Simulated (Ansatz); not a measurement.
# C₅H₆F₂: how energies converge with the basis set

The task here is to estimate one member of a computed series from the others.

The runs use Ansatz 0.2.0, Gaussian basis; one geometry, several basis sets.

The runs, in order: PBE0-D4/def2-SVP; ωB97M-V/def2-SVP; PBE0-D4/def2-QZVPP; ωB97M-V/def2-QZVPP; the functionals' def2-TZVPP values are taken from earlier runs.

### The relaxed structure

The geometry comes from an earlier relaxation with PBE0-D4 in a triple-zeta def2 set; it is a stationary point, not always the lowest conformer.

SMILES `FC1=CCCC1F`, 13 atoms, charge 0, spin multiplicity 1.

Atoms are counted from 1 here; the program's logs count them from 0.

Bond lengths: F1–C2 1.329 Å, C2–C3 1.324 Å, C2–C6 1.489 Å, C3–C4 1.496 Å, C3–H8 1.082 Å, C4–C5 1.541 Å, C4–H9 1.095 Å, C4–H10 1.093 Å, C5–C6 1.523 Å, C5–H11 1.090 Å, C5–H12 1.092 Å, C6–F7 1.396 Å, C6–H13 1.093 Å. Angles: F1–C2–C3 126.4°, F1–C2–C6 119.4°, C3–C2–C6 114.1°, C2–C3–C4 110.5°, C2–C3–H8 124.9°, C4–C3–H8 124.6°, C3–C4–C5 103.6°, C3–C4–H9 110.8°, C3–C4–H10 112.2°, C5–C4–H9 112.3°, C5–C4–H10 111.6°, H9–C4–H10 106.5°, C4–C5–C6 106.5°, C4–C5–H11 113.6°, C4–C5–H12 109.8°, C6–C5–H11 110.2°, C6–C5–H12 109.0°, H11–C5–H12 107.6° and more.

The first run:

The input, in.yaml:

```yaml
crystal:
  periodic: [false, false, false]
  atoms:
    - {symbol: F, position_ang: [-1.766103, -1.024149, 1.652056]}
    - {symbol: C, position_ang: [-0.803282, -0.580935, 0.849938]}
    - {symbol: C, position_ang: [0.433747, -1.047722, 0.773599]}
    - {symbol: C, position_ang: [1.228278, -0.262941, -0.221773]}
    - {symbol: C, position_ang: [0.171201, 0.616515, -0.917668]}
    - {symbol: C, position_ang: [-1.065970, 0.592320, -0.029145]}
    - {symbol: F, position_ang: [-1.158061, 1.747752, 0.748453]}
    - {symbol: H, position_ang: [0.826376, -1.862645, 1.367592]}
    - {symbol: H, position_ang: [1.999446, 0.332397, 0.278711]}
    - {symbol: H, position_ang: [1.747923, -0.907173, -0.935974]}
    - {symbol: H, position_ang: [0.496738, 1.644289, -1.080602]}
    - {symbol: H, position_ang: [-0.081557, 0.191599, -1.891037]}
    - {symbol: H, position_ang: [-2.008237, 0.525893, -0.579452]}
basis:
  gaussian: {orbitals: def2-SVP}
hamiltonian: {xc: pbe0, dispersion: d4}
output: {orbitals: {seedname: orbitals}}
```

Started as:

```
$ ansatz run in.yaml --threads 4 --pin off --events-out ev --progress --plain --max-ram 11315MiB
```

Among the steps run: PBE0-D4 in def2-SVP; ωB97M-V in def2-SVP; PBE0-D4 in def2-QZVPP; ωB97M-V in def2-QZVPP.

One table of the session follows, with a row left open; its other results are not shown here.

It belongs to the step «Functionals by basis». 

| functional | basis | HOMO (eV) | LUMO (eV) |
| --- | --- | --- | --- |
| PBE0-D4 | def2-SVP | ? | ? |
| PBE0-D4 | def2-TZVPP | -7.44 | 0.01 |
| PBE0-D4 | def2-QZVPP | -7.47 | -0.07 |
| ωB97M-V | def2-SVP | -9.60 | 2.42 |
| ωB97M-V | def2-TZVPP | -9.67 | 2.12 |
| ωB97M-V | def2-QZVPP | -9.70 | 1.79 |

**Question.** Estimate the row for PBE0-D4, def2-SVP.

**Answer.** HOMO (eV): -7.38; LUMO (eV): 0.20. In the column «HOMO (eV)» it is the highest.
